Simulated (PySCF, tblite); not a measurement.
**C₅H₁₄GeSSi: geometry, infrared bands and NMR shifts**

What infrared bands and NMR shifts should C₅H₁₄GeSSi (`CC(=S)C[C@](C)([SiH3])[GeH3]`) show?

The runs use tblite 0.8.0 and PySCF 2.14.0, with density-fitted response routines of our own; the level of theory stands in each step. All values are computed, except where a source is named. Atoms are numbered from 0 throughout.

### 1 The molecule as given

22 atoms, charge 0, multiplicity 1; geometry from: force field or distance geometry start.

Bonds of the start (Å): C0–C1 1.51, C1–S2 1.44, C1–C3 1.45, C3–C4 1.47, C4–C5 1.50, C4–Si6 1.89, C4–Ge7 1.91, C0–H8 1.12, C0–H9 1.12, C0–H10 1.09, C3–H11 1.11, C3–H12 1.11, C5–H13 1.11, C5–H14 1.12, C5–H15 1.12, Si6–H16 1.46, Si6–H17 1.46, Si6–H18 1.48, Ge7–H19 1.56, Ge7–H20 1.53, Ge7–H21 1.56.

### 2 Relaxing the molecule with GFN2-xTB

The job: settings as JSON, then the geometry in Å.

```
{"job": {"kind": "relax", "xc": "GFN2-xTB", "basis": "xTB"}, "charge": 0, "multiplicity": 1}
C      2.619400    -0.199300     0.641600
C      1.785400     0.808300    -0.112800
S      2.293300     2.159900    -0.074200
C      0.562600     0.526900    -0.842300
C     -0.596400    -0.035900    -0.132700
C     -0.284900    -1.365600     0.491100
Si    -1.872200    -0.393200    -1.487100
Ge    -1.469100     1.060900     1.164200
H      3.592600     0.251500     0.962500
H      2.872000    -1.022300    -0.078200
H      2.084300    -0.626000     1.494700
H      0.246200     1.474900    -1.336200
H      0.794800    -0.153800    -1.694100
H      0.617300    -1.808100     0.016500
H     -0.212200    -1.296500     1.605900
H     -1.176500    -2.012200     0.301500
H     -1.403500    -1.573200    -2.217400
H     -1.894000     0.796700    -2.328600
H     -3.192100    -0.596600    -0.853900
H     -2.499700     1.959000     0.421800
H     -0.541400     1.945500     2.008600
H     -2.336300     0.118400     2.048400
```

Started as:

```console
OMP_NUM_THREADS=1 python probes_run.py task.json out
```

One launch serves the whole session: the jobs run in the order shown.

**Question.** This job is followed by: GFN2-xTB harmonic vibrations, gas phase; GIAO PBE0/pcSseg-1 NMR shielding, non-relativistic, gas phase. Predict these results of the whole session: strongest single infrared mode (GFN2-xTB); zero-point energy (GFN2-xTB); 13C shifts against TMS (PBE0/pcSseg-1); 1H shifts against TMS (PBE0/pcSseg-1, means over atoms taken as alike); 33S shifts against CS2 (PBE0/pcSseg-1); 29Si shifts against TMS (PBE0/pcSseg-1); 73Ge shifts against GeMe4 (PBE0/pcSseg-1); surface potential, 1st and 99th percentile.

**Answer**, as computed:

| quantity | value |
| --- | --- |
| strongest single infrared mode (GFN2-xTB) | 768 cm⁻¹, 440 km/mol |
| zero-point energy (GFN2-xTB) | 101.8 kcal/mol |
| 13C shifts against TMS (PBE0/pcSseg-1) | 278.9, 63.6, 44.9, 22.2, 20.6 ppm |
| 1H shifts against TMS (PBE0/pcSseg-1, means over atoms taken as alike) | 3.96, 3.75, 3.40, 3.14, 3.11, 1.13 ppm |
| 33S shifts against CS2 (PBE0/pcSseg-1) | 899 ppm |
| 29Si shifts against TMS (PBE0/pcSseg-1) | -49.3 ppm |
| 73Ge shifts against GeMe4 (PBE0/pcSseg-1) | -209 ppm |
| surface potential, 1st and 99th percentile | -0.93 V and 1.07 V |

The optimisation took 137 steps and gained 1.962 eV; among the close pairs (by a distance rule), C1–S2 changed most, from 1.444 to 1.627 Å. The lowest mode is imaginary (128i cm⁻¹), so the xTB geometry is not a minimum. The strongest single mode, at 768 cm⁻¹, has its largest shares on H17, H20, H19 and H16 (the list is cut at 4 atoms). GFN2-xTB is a fitted tight-binding method: band positions and strengths are rough. Its intensities can rank the bands wrongly. C1 (thiocarbonyl carbon) lies farthest downfield among carbon, at 278.9 ppm; the small n→π* gap of C=S deshields it strongly. At PBE0/pcSseg-1: Shielding is most anisotropic at S2 (span 2153 ppm, paramagnetic term -1454 ppm). By nearest atom (PBE0/pcSseg-1), the HOMO sits on S2 75 % and the LUMO on C1 41 %; S2 34 %. Spin-orbit coupling is left out, which matters for shieldings and couplings at and beside the heavy atoms.
